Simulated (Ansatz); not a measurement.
# CH6AlN (SMILES C[NH][AlH2]): HF/def2-SVPD

What is the electronic atomisation energy of CH6AlN at HF/def2-SVPD? 

Program for the calculation: Ansatz 0.2.0.

35 further runs of the same task are left out: 35 set aside as unsound or not needed. Runs told in other sessions of the task aren't counted.

## 1. The molecule

CH6AlN has 9 atoms, charge 0, and is taken as a singlet. As SMILES, `C[NH][AlH2]`. The shape is that of a PBE0-D4/def2-TZVP optimisation.

Bond lengths: C1–N2 1.447 Å, N2–Al3 1.767 Å, C1–H4 1.097 Å, C1–H5 1.097 Å, C1–H6 1.093 Å, N2–H7 1.010 Å, Al3–H8 1.584 Å, Al3–H9 1.584 Å. Some angles: C1–N2–Al3 128.6°, C1–N2–H7 111.9°, Al3–N2–H7 119.5°, N2–C1–H4 112.4°, N2–C1–H5 112.3°, N2–C1–H6 109.8°, N2–Al3–H8 117.5°, N2–Al3–H9 117.5°, H4–C1–H5 107.6°, H4–C1–H6 107.2°.

## 2. A single-point energy at HF/def2-SVPD

Input file run.yaml:

```yaml
crystal:
  periodic: [false, false, false]
  atoms:
    - {symbol: C, position_ang: [-0.384500, 0.934700, -0.771700]}
    - {symbol: "N", position_ang: [0.340000, -0.253200, -0.374200]}
    - {symbol: Al, position_ang: [0.335300, -1.074400, 1.190900]}
    - {symbol: H, position_ang: [-1.074800, 0.743900, -1.602200]}
    - {symbol: H, position_ang: [0.284400, 1.748600, -1.076000]}
    - {symbol: H, position_ang: [-0.981000, 1.302600, 0.066800]}
    - {symbol: H, position_ang: [0.905500, -0.619100, -1.126300]}
    - {symbol: H, position_ang: [1.234400, -2.369900, 1.339700]}
    - {symbol: H, position_ang: [-0.570900, -0.459500, 2.335900]}
basis:
  gaussian:
    orbitals: def2-SVPD
hamiltonian:
  xc: hf
accuracy: high
output:
  orbitals: {seedname: orbitals}
```

Launch:

```sh
$ ansatz run run.yaml --threads 1 --pin off --max-ram 2610MiB --events-out events.jsonl --progress --plain --runs-dir runs
```

Log:

```text
Warning: RAYON_NUM_THREADS=1 ignored (pool sized by the plan → 1); use --threads N
Functional definition: HF
  name "HF"
  exchange = exact_x
  correlation = 0
2301 factors; integrals over basis functions are off by at most 3.6e-9 eV
mean field evaluation 1: about -9184.1276 eV, gradient 3.1e1 eV
mean field evaluation 2: about -9184.1306 eV, gradient 3.1e1 eV
mean field evaluation 4: about -9186.5779 eV, gradient 3.0e0 eV
mean field evaluation 8: about -9186.6135 eV, gradient 2.0e-4 eV
mean field -9186.61353448 eV, -337.6018204817 hartree, gradient 2.4e-8 eV, S^2 0.000000; 0 other end points of the search recorded, 0 dependent functions left out
reference -9186.61353448 eV, -337.6018204817 hartree; 16, 16 occupied and 96, 96 virtual orbitals, 2301 factors
Total energy: -9186.61353448 eV, -337.6018204817 hartree
```

Wall time 4.5 s (1 thread of Arm Neoverse V2, shared host); peak memory 0.32 GiB.

## 3. The Al atom

Input file input.yaml:

```yaml
crystal:
  periodic: [false, false, false]
  atoms:
    - {symbol: Al, position_ang: [0.000000, 0.000000, 0.000000]}
basis:
  gaussian:
    orbitals: def2-SVPD
magnetization:
  spin_polarized: true
  initial_magnetization: 1
hamiltonian:
  xc: hf
accuracy: high
```

Run the same way, it converges to -241.79074 Eh (log not shown).

## 4. The C atom, same level

Input file in.yaml:

```yaml
crystal:
  periodic: [false, false, false]
  atoms:
    - {symbol: C, position_ang: [0.000000, 0.000000, 0.000000]}
basis:
  gaussian:
    orbitals: def2-SVPD
magnetization:
  spin_polarized: true
  initial_magnetization: 2
hamiltonian:
  xc: hf
accuracy: high
```

Run the same way, it converges to -37.64626 Eh (log not shown).

## 5. The H atom

Input file job.yaml:

```yaml
crystal:
  periodic: [false, false, false]
  atoms:
    - {symbol: H, position_ang: [0.000000, 0.000000, 0.000000]}
basis:
  gaussian:
    orbitals: def2-SVPD
total_charge: 0
magnetization:
  spin_polarized: true
  initial_magnetization: 1
hamiltonian:
  xc: hf
accuracy: high
```

Run the same way, it converges to -0.49928 Eh (log not shown).

## 6. The N atom

Input file run.yaml:

```yaml
crystal:
  periodic: [false, false, false]
  atoms:
    - symbol: "N"
      position_ang: [0.000000, 0.000000, 0.000000]
basis:
  gaussian:
    orbitals: def2-SVPD
magnetization:
  spin_polarized: true
  initial_magnetization: 3
hamiltonian:
  xc: hf
accuracy: high
```

Run the same way, it converges to -54.33726 Eh (log not shown).

## 7. Outcome

At HF/def2-SVPD:

| quantity | value |
| --- | --- |
| molecule: total energy | -337.60182 Eh |
| molecule: HOMO energy | -10.09 eV |
| molecule: LUMO energy | 1.74 eV |
| molecule: HOMO–LUMO gap | 11.83 eV |
| Al atom: total energy | -241.79074 Eh |
| Al atom: ⟨S²⟩ | 0.767 |
| C atom: total energy | -37.64626 Eh |
| C atom: ⟨S²⟩ | 2.010 |
| H atom: total energy | -0.49928 Eh |
| H atom: ⟨S²⟩ | 0.750 |
| N atom: total energy | -54.33726 Eh |
| N atom: ⟨S²⟩ | 3.759 |
| electronic atomisation energy | 22.637 eV |

Taking the molecule apart into free atoms costs 22.64 eV (2184 kJ/mol), before zero-point energy and without spin-orbit coupling. Hartree–Fock lacks the correlation of the bonding pairs, which as a rule makes this value much too low; in minimal bases other errors can mask that.
